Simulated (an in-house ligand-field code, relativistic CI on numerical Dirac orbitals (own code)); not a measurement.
**d6 to d9 in a ligand field: terms by electron count**

Which terms of d6 to d9 lie lowest for given Racah parameters and ligand field?

The numbers are computed with an in-house ligand-field code version 1 (parametric ligand-field model of a d^n configuration (Racah B and C, spin-orbit zeta, crystal field), exact diagonalisation), except any that are marked as measured or tabulated.

## Step 1: What is computed

| Quantity | Value |
| --- | --- |
| shell | d6 to d9 |
| set 1 (cm⁻¹) | d6: B = 390, C = 1580, Oh, 10Dq = 28600 |
| set 2 (cm⁻¹) | d7: B = 390, C = 1580, Oh, 10Dq = 28600 |
| set 3 (cm⁻¹) | d8: B = 390, C = 1580, Oh, 10Dq = 28600 |
| set 4 (cm⁻¹) | d9: B = 390, C = 1580, Oh, 10Dq = 28600 |

## Step 2: Set 1

Input settings:

```ini
n = 6
racah_B = 390  # cm-1
racah_C = 1580  # cm-1
zeta = 0  # cm-1
symmetry = Oh
field = {"10Dq": 28600}  # cm-1
```

Command:

```bash
> python run_levels.py task.json out
```

One command runs all members of the session, one after another, from task.json.

## Step 3: Set 2

Changes to the settings of step 2:

```diff
@@ -1,2 +1,2 @@
-n = 6
+n = 7
 racah_B = 390  # cm-1
```

## Step 4: Set 3

Changes to the settings of step 3:

```diff
@@ -1,2 +1,2 @@
-n = 7
+n = 8
 racah_B = 390  # cm-1
```

## Step 5: Set 4

Changes to the settings of step 4:

```diff
@@ -1,2 +1,2 @@
-n = 8
+n = 9
 racah_B = 390  # cm-1
```

(Steps that only read results are left out.)

**Question.** What will these runs give? Wanted: lowest terms; sets at their largest spin, of those that allow S over 1.

As calculated:

| set | 10Dq/B (size) | lowest | S | electrons in z² and x²-y² | first level of the same spin (cm⁻¹) |
| --- | --- | --- | --- | --- | --- |
| 1: Oh, d6 | 73.3 | 1A1 | 0.00 | 0.01 | 1T1 27350 |
| 2: Oh, d7 | 73.3 | 2E | 0.50 | 1.01 | 2T1 27268 |
| 3: Oh, d8 | 73.3 | 3A2 | 1.00 | 2.00 | 3T2 28600 |
| 4: Oh, d9 | 73.3 | 2E | 0.50 | 3.00 | 2T2 28600 |

| quantity | value |
| --- | --- |
| lowest terms | 1: 1A1, 2: 2E, 3: 3A2, 4: 2E |
| sets at their largest spin, of those that allow S over 1 | none |

In words: 2 of 4 sets have the highest spin that their shell allows. B, C and the field are free parameters here, not those of a compound.
